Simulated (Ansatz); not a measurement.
A first try at a scan of the Hubbard U of LiVO₂, space group R-3m, using Ansatz's Python interface.

Run as a notebook:

**Cell 1**
```python
import ansatz as az
import numpy as np
```

**Cell 2**
```python
def count_gap(report):
    # lowest empty less highest filled band, counting bands; zero where they overlap
    return max(report.get('gap_by_band_count_ev') or 0.0, 0.0)

system = (
    az.Lattice.from_parameters(2.8373, 2.8373, 14.7734, alpha=90, beta=90, gamma=120)
    .space_group(166)
    .atom('Li', [0.0, 0.0, 0.0])
    .atom('V', [2 / 3, 1 / 3, 5 / 6])
    .atom('O', [1 / 3, 2 / 3, 0.90847])
    .primitive()
    .moments(V=1.0)
)
```

**Cell 3**
```python
system.resolved().tree()['lattice']
```
Output:
```text
((1.4186500000000004, 0.8190579593858632, 4.924466666666667),
 (-1.4186499999999995, 0.8190579593858632, 4.924466666666667),
 (-1.4255259280800418e-16, -1.638115918771725, 4.924466666666667))
```

**Cell 4**
```python
model = system.calculation()
model = model.functional(az.Functional.PBESOL)
model = model.basis(470)
model = model.kpoints(1, 1, 1)
model = model.occupations('Fermi-Dirac', width=0.15)
model = model.spin('collinear')
model = model.scf(max_iterations=75)
model = model.band_table()
rows = []
for u in [0.0, 1.5, 3.0, 4.5, 6.0]:
    rep = model.hubbard('V', 'd', u_eff=u).run().report
    shell = rep['hubbard']['n_scf']
    rows.append((u, count_gap(rep), sum(shell) / len(shell), max(abs(m) for m in rep['site_moments_mub']), rep['n_iterations']))
print('      U_eff eV  gap by band count eV  V d occupation (projector)  largest moment muB      iterations')
for row in rows:
    print(f'{str(row[0]):>14s}  {row[1]:20.3f}  {row[2]:26.4f}  {row[3]:18.3f}  {row[4]:14d}')
```
Output:
```text
      U_eff eV  gap by band count eV  V d occupation (projector)  largest moment muB      iterations
           0.0                 0.912                      3.6076               1.552              10
           1.5                 2.072                      3.5776               1.569              11
           3.0                 3.222                      3.5408               1.581              18
           4.5                 4.093                      3.5029               1.594              18
           6.0                 4.359                      3.4641               1.608              20
```

No error stopped it. What is wrong with the input all the same?

The fault: a single k-point is too coarse for this small cell. The change:

```diff
--- before
+++ after
@@
 model = model.basis(470)
-model = model.kpoints(1, 1, 1)
+model = model.kpoints(10, 10, 10)
 model = model.occupations('Fermi-Dirac', width=0.15)
```

Notebook, run cell by cell (the value of a cell's last expression is shown):

(earlier cells as before)

**Cell 4**
```python
model = system.calculation()
model = model.functional(az.Functional.PBESOL)
model = model.basis(470)
model = model.kpoints(10, 10, 10)
model = model.occupations('Fermi-Dirac', width=0.15)
model = model.spin('collinear')
model = model.scf(max_iterations=75)
model = model.band_table()
rows = []
for u in [0.0, 1.5, 3.0, 4.5, 6.0]:
    rep = model.hubbard('V', 'd', u_eff=u).run().report
    shell = rep['hubbard']['n_scf']
    rows.append((u, count_gap(rep), sum(shell) / len(shell), max(abs(m) for m in rep['site_moments_mub']), rep['n_iterations']))
print('      U_eff eV  gap by band count eV  V d occupation (projector)  largest moment muB      iterations')
for row in rows:
    print(f'{str(row[0]):>14s}  {row[1]:20.3f}  {row[2]:26.4f}  {row[3]:18.3f}  {row[4]:14d}')
```
Output:
```text
RunWarning: the starting moments were not kept: the SCF closed with an absolute magnetisation of 7.8e-5 μB, where they sum to 1 μB in size (1 site). That is at most 0.1 of that sum. Measured as dr2_m measures the in/out step, that magnetisation stands 4.5e-9 [...]
      U_eff eV  gap by band count eV  V d occupation (projector)  largest moment muB      iterations
           0.0                 0.000                      3.5906               0.000              16
           1.5                 0.000                      3.4933               1.462              15
           3.0                 1.443                      3.4200               1.496              18
           4.5                 2.470                      3.3587               1.516              16
           6.0                 3.362                      3.3006               1.532              21
```

The SCF didn't keep the moments it started from (some shrank, vanished or turned); what is printed is the state reached. The overall sign of a collinear moment is arbitrary, and semilocal functionals can give small moments to compounds that are paramagnetic. A gap by band count of zero or less means overlapping bands, a metal. With one magnetic atom the cell can hold only ferromagnetic order. The starting cell is as deposited in a crystallographic database; the results hold for this polymorph, which needn't be the stable one. Gaps and levels are Kohn-Sham values on a finite set of k-points. Warnings are shown shortened and without file and line. Shell occupations and the effect of U depend on the projectors; a run with no .spin step is spin-unpolarised, and each U may end in a state that isn't the lowest. Run time: 6.2 min on 1 thread of Arm Neoverse V2 (shared host), peak memory 1.4 GiB.

(Lines on the test bed's own set-up are left out of the output.)
